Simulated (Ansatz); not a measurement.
This session for a breakdown of dispersion, smearing and cutoff terms of NbTe, space group P-6m2 with Ansatz's Python interface holds a mistake.

Run as a notebook:

In [1]:
```python
import ansatz as az
```

In [2]:
```python
lattice = az.Lattice.of(
    (3.702974, 0.0, 0.0),
    (-1.851487, 3.20687, 0.0),
    (0.0, 0.0, 3.694211),
)
sites = [
    ("Nb", (0.0, 0.0, 0.5)),
    ("Te", (2 / 3, 1 / 3, 0.0)),
]
nbte = az.Crystal(lattice=lattice)
for symbol, position in sites:
    nbte = nbte.atom(symbol, position)
```

In [3]:
```python
nbte.resolved().tree()["lattice"]
```
Out [3]:
```text
((3.702974, 0.0, 0.0), (-1.851487, 3.20687, 0.0), (0.0, 0.0, 3.694211))
```

In [4]:
```python
calc = nbte.calculation().kpoints(8, 8, 7)
with_term = calc.functional("pbe", dispersion="d4").basis(420).cutoff_correction(570).run(threads=1, pin="off").report
without = calc.functional("pbe").basis(420).run(threads=1, pin="off").report
finer = calc.functional("pbe").basis(570).run(threads=1, pin="off").report
removed = az.free_energy_without(with_term, az.EnergyTerm.DISPERSION)
print(f"dispersion term            {with_term['components']['e_disp']:.5f} eV")
print(f"F less dispersion          {removed:.5f} eV, run without it {without['free_energy_ev']:.5f} eV")
print(f"F less smearing term       {az.free_energy_without(without, az.EnergyTerm.SMEARING):.5f} eV")
print(f"estimated gain to 570 eV   {with_term['cutoff_correction']['energy_ev']:.5f} eV, found {finer['free_energy_ev'] - without['free_energy_ev']:.5f} eV")
```
```text
Traceback (most recent call last):
  File "<cell 4>", line 2, in <module>
    with_term = calc.functional("pbe", dispersion="d4").basis(420).cutoff_correction(570).run(threads=1, pin="off").report
                ~~~~~~~~~~~~~~~~~~~~~~~~~~~~~~~~~~~~~~~~~~~~~~~~~~~~~~~~~~~~~~~~~~~~~~~~~~~~~^^^^^^^^^^^^^^^^^^^^^^
  ...
ansatz.RefusalError: YAML parse error: `scf.occupations.method` is required: fixed only where the cell keeps a band gap throughout the run, explicit beside scf.occupations.values (under evaluate: without them), else a smearing such as fermi_dirac (scf.occupations.width is optional; its entry in the input reference gives the default)
```

Why does it end like this?

The fault: the occupations aren't stated. Mended:

```diff
--- before
+++ after
@@
 # %%
-calc = nbte.calculation().kpoints(8, 8, 7)
+calc = nbte.calculation().kpoints(8, 8, 7).occupations("Fermi-Dirac")
 with_term = calc.functional("pbe", dispersion="d4").basis(420).cutoff_correction(570).run(threads=1, pin="off").report
```

The cells in order, each with its output:

(earlier cells as before)

**Cell 4**
```python
calc = nbte.calculation().kpoints(8, 8, 7).occupations("Fermi-Dirac")
with_term = calc.functional("pbe", dispersion="d4").basis(420).cutoff_correction(570).run(threads=1, pin="off").report
without = calc.functional("pbe").basis(420).run(threads=1, pin="off").report
finer = calc.functional("pbe").basis(570).run(threads=1, pin="off").report
removed = az.free_energy_without(with_term, az.EnergyTerm.DISPERSION)
print(f"dispersion term            {with_term['components']['e_disp']:.5f} eV")
print(f"F less dispersion          {removed:.5f} eV, run without it {without['free_energy_ev']:.5f} eV")
print(f"F less smearing term       {az.free_energy_without(without, az.EnergyTerm.SMEARING):.5f} eV")
print(f"estimated gain to 570 eV   {with_term['cutoff_correction']['energy_ev']:.5f} eV, found {finer['free_energy_ev'] - without['free_energy_ev']:.5f} eV")
```
Output:
```text
dispersion term            -0.95445 eV
F less dispersion          -11532.53722 eV, run without it -11532.53722 eV
F less smearing term       -11532.49123 eV
estimated gain to 570 eV   -0.00168 eV, found -0.00170 eV
```

Caveats:
- Absolute energies stand on the zero of these potentials, so only differences at equal settings mean something. A total without «per atom» is that of the cell as typed.
- Dispersion corrections can be off by several per cent in the lattices of metals, and by several GPa in the pressure at a fixed cell.
- For a metal this k-point mesh is coarse: on a finer one energies can move by several to tens of meV an atom and pressures by half a GPa or more, differences at one mesh by less.
- This cell is a computed structure, which may not be the phase found in nature.
- It ran for 2.8 s on 1 thread of AMD EPYC 9R45 96-Core Processor (Zen 5), on a shared host, peak memory 0.45 GiB.

(Lines on the test bed's own set-up are left out of the output.)
